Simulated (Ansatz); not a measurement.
**SiGeO+ (doublet): the correlation ladder, cc-pVDZ**

The task here is to estimate one member of a computed series from the others.

Method: cc-pVDZ, core rule «outside noble gas», up to 20 orbitals frozen; program: Ansatz 0.2.0, Gaussian basis.

To be run: UHF; CCSD(T) on ROHF; CCSD(T) on UHF; BCCD(T) on ROHF; CISD as a restricted active space (open shells left free, so some higher excitations enter); CCSDT(Q) on ROHF; CCSDT(Q) on UHF.

31 further runs of the same task are left out: 11 that didn't finish, 20 set aside as unsound or not needed. Runs told in other sessions of the task aren't counted.

**What is computed**

The geometry is a PBE0/def2-TZVP stationary point (not a proven minimum) of the parent state, kept for this charge and spin. No spin-orbit coupling is included. The filled d shell of Ge may be among the frozen orbitals whatever the setting's name suggests.

3 atoms, charge 1, spin multiplicity 2.

Atoms are counted from 1 here; the program's logs count them from 0.

Bond lengths: O1–Ge2 1.995 Å, O1–Si3 1.603 Å, Ge2–Si3 2.444 Å. Angles: Ge2–O1–Si3 84.8°, O1–Ge2–Si3 40.8°, O1–Si3–Ge2 54.4°.

The first run:

The input, in.yaml:

```yaml
crystal:
  periodic: [false, false, false]
  atoms:
    - {symbol: O, position_ang: [0.000000, -1.021029, -0.856742]}
    - {symbol: Ge, position_ang: [0.000000, 0.072866, 0.811694]}
    - {symbol: Si, position_ang: [0.000000, 0.393187, -1.611297]}
basis:
  gaussian: {orbitals: cc-pVDZ}
total_charge: 1
magnetization: {spin_polarized: true, initial_magnetization: 1}
hamiltonian: {xc: hf}
output: {orbitals: {seedname: orbitals}}
```

Started as:

```bash
$ ansatz run in.yaml --threads 1 --pin off --events-out ev --progress --plain --max-ram 2393MiB
```

Among the steps run: UHF; CCSD(T) on ROHF; CCSD(T) on UHF; BCCD(T) on ROHF; CISD as a restricted active space (open shells left free, so some higher excitations enter); CCSDT(Q) on ROHF; CCSDT(Q) on UHF.

One of the session's tables, all rows but one given; the rest of the session is left out.

| method | from UCCSDT(Q) (meV) |
| --- | --- |
| ROHF | +9734.1 |
| UHF | +9556.3 |
| RMP2 | +958.8 |
| UMP2 | +1019.7 |
| RCCSD | +473.2 |
| UCCSD | +467.1 |
| RCCSD(T) | +78.3 |
| UCCSD(T) | +78.2 |
| BCCD(T) | +70.1 |
| RCCSDT | +51.5 |
| UCCSDT | +48.8 |
| RCCSDT(Q) | ? |
| UCCSDT(Q) | 0 |

Estimate the missing values for RCCSDT(Q).

As computed: from UCCSDT(Q) (meV): +13.2. In the column «from UCCSDT(Q) (meV)» it lies between UCCSDT(Q) (0) and UCCSDT (+48.8).

Not comparable, so not listed: CISD as a restricted active space (open shells left free, so some higher excitations enter) (they don't share determinant, frozen orbitals or solution with the rows shown, or repeat one).

To keep in mind: Restricted and unrestricted rows rest on different reference determinants; a gap between their highest levels can come from leftover correlation error, from unlike frozen cores or from another state.
